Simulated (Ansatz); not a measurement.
# MgRh: the cost of one run

Method: DFT PBEsol, scalar-relativistic, plane waves, PAW, in Ansatz 0.2.0.

**1. The system as given**

It takes space group Pm-3m (No. 221, cubic). Conventional cell: a = 3.099 Å, b = 3.099 Å, c = 3.099 Å, α = 90.00°, β = 90.00°, γ = 90.00°. Mg (site symmetry m-3m) is surrounded by 8 Rh at 2.68 Å. Rh (site symmetry m-3m) is surrounded by 8 Mg at 2.68 Å.

Structure file:

```
CELL_PARAMETERS angstrom
3.09920 0.00000 0.00000
0.00000 3.09920 0.00000
0.00000 0.00000 3.09920
ATOMIC_POSITIONS crystal
Mg 0.00000 0.00000 0.00000
Rh 0.50000 0.50000 0.50000
```

No relaxation comes first: the listed cell is the starting point.

**2. Zero of energy**

Reference values: F = -8251.5614 eV; pressure -1.93 GPa; largest force 0.000 eV/Å; gap on the mesh none (metal). It was computed beforehand with the settings of the runs below.

**3. Next: a sublattice displacement scan**

Every Mg atom is moved by x along the Cartesian unit vector (0.000, 0.000, 1.000); the cell and all other atoms stay fixed. Forces below are components along that vector, summed over the moved atoms.

**4. x = -0.500 Å**

The input, input.yaml:

```yaml
crystal:
  lattice:
    - [3.0992, 0.0, 0.0]
    - [0.0, 3.0992, 0.0]
    - [0.0, 0.0, 3.0992]
  atoms:
    - { symbol: Mg, position: [0.0, 0.0, -0.1613319566] }
    - { symbol: Rh, position: [0.5, 0.5, 0.5] }
basis:
  ecutwfc: 420
kpoints:
  mp_grid: { grid: [16, 16, 16] }
hamiltonian:
  xc: pbesol
scf:
  occupations: { method: gaussian, width: 0.15 }
output:
  forces: true
  stress: true
  eigenvalues: true
```

The run is started by

```bash
$ ansatz run input.yaml --threads 1 --pin off --max-ram 2560MiB --backend cpu --events-out ev --progress --plain --runs-dir out
```

Q: Estimate wall time and peak memory on 1 thread of Arm Neoverse V1, shared host.

About 16 s, with a peak of 0.48 GiB.
